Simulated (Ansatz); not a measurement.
The same calculation of CH2AlClO, SMILES [Cl][Al]1[CH2][O]1 as a Python script and as an input file (Ansatz 0.2.0 through its Python package).

Script `energy.py`:
```python
# -*- coding: utf-8 -*-
"""Single point of CH2AlClO in a Gaussian basis."""

import ansatz

config = {
    "basis": "def2-TZVP",
    "functional": "r2scan0",
}

GEOMETRY = """
Cl   -1.88710   -2.30620    0.75470
Al   -0.97600   -0.49290   -0.16430
C     0.55750    0.61000    0.03850
O     0.36320    0.30140   -1.28740
H     1.53600    0.11750    0.36050
H     0.44850    1.70610    0.25180
"""

mol = ansatz.Crystal.molecule()
for line in GEOMETRY.strip().splitlines():
    symbol, *xyz = line.split()
    mol = mol.atom(symbol, [float(v) for v in xyz])

job = mol.calculation()
job = job.basis(gaussian=config["basis"]).functional(config["functional"])
done = job.run(threads=1, pin="off")
data = done.report

for key in ("converged", "free_energy_ev", "reference_energy_ev", "n_frozen", "n_occupied", "n_virtual"):
    print(f"{key:22s} {data[key]}")
```

`python energy.py` gives:
```text
converged              True
free_energy_ev         -22233.7467979821
reference_energy_ev    -22233.7467979821
n_frozen               0
n_occupied             [23, 23]
n_virtual              [125, 125]
```

`input.yaml`:
```yaml
crystal:
  periodic: [false, false, false]
  atoms:
    - { symbol: Cl, position_ang: [-1.8871, -2.3062, 0.7547] }
    - { symbol: Al, position_ang: [-0.976, -0.4929, -0.1643] }
    - { symbol: C, position_ang: [0.5575, 0.61, 0.0385] }
    - { symbol: O, position_ang: [0.3632, 0.3014, -1.2874] }
    - { symbol: H, position_ang: [1.536, 0.1175, 0.3605] }
    - { symbol: H, position_ang: [0.4485, 1.7061, 0.2518] }
basis:
  gaussian: { orbitals: def2-TZVP }
hamiltonian:
  xc: r2scan0
```

The program run on that file:
```console
$ ansatz run input.yaml --threads 1 --pin off --max-ram 4096MiB --backend cpu --events-out ev --progress --plain --runs-dir out
Engine: ansatz 0.2.0, aarch64-unknown-linux-gnu
Functional definition: r2SCAN0
  parameter a = 0.25
  parameter k0 = 0.174
  parameter k1 = 0.065
  parameter a1 = 4.9479
  exchange = (1 - a)*r2scan_x(k0 = k0, k1 = k1, a1 = a1) + a*exact_x
  correlation = r2scan_c
966 factors; their error is unknown
mean field evaluation 1: about -22225.0244 eV, gradient 6.2e1 eV
mean field evaluation 2: about -22135.5843 eV, gradient 1.7e2 eV
mean field evaluation 4: about -22233.2949 eV, gradient 1.4e1 eV
mean field evaluation 8: about -22233.6984 eV, gradient 1.6e-1 eV
mean field evaluation 16: about -22233.7468 eV, gradient 1.9e-3 eV
mean field -22233.74678881 eV, -817.0751239141 hartree, gradient 3.8e-5 eV, S^2 0.000000; 0 other end points of the search recorded, 0 dependent functions left out
reference -22233.74679798 eV, -817.0751242510 hartree; 23, 23 occupied and 125, 125 virtual orbitals, 966 factors
Total energy: -22233.74679798 eV, -817.0751242510 hartree
```

Total energies depend on the basis set; only differences at equal settings carry meaning. The geometry is a force-field or estimated start, not a minimum of this method, and the basis set is short of its limit. Hardware and time: 9.5 s on 1 thread of Arm Neoverse V2, with other jobs on the host, peak memory 0.34 GiB.

(A comment or docstring line of the script was reworded after the run, the code is as it ran; lines on the test bed's own set-up are left out of the output.)
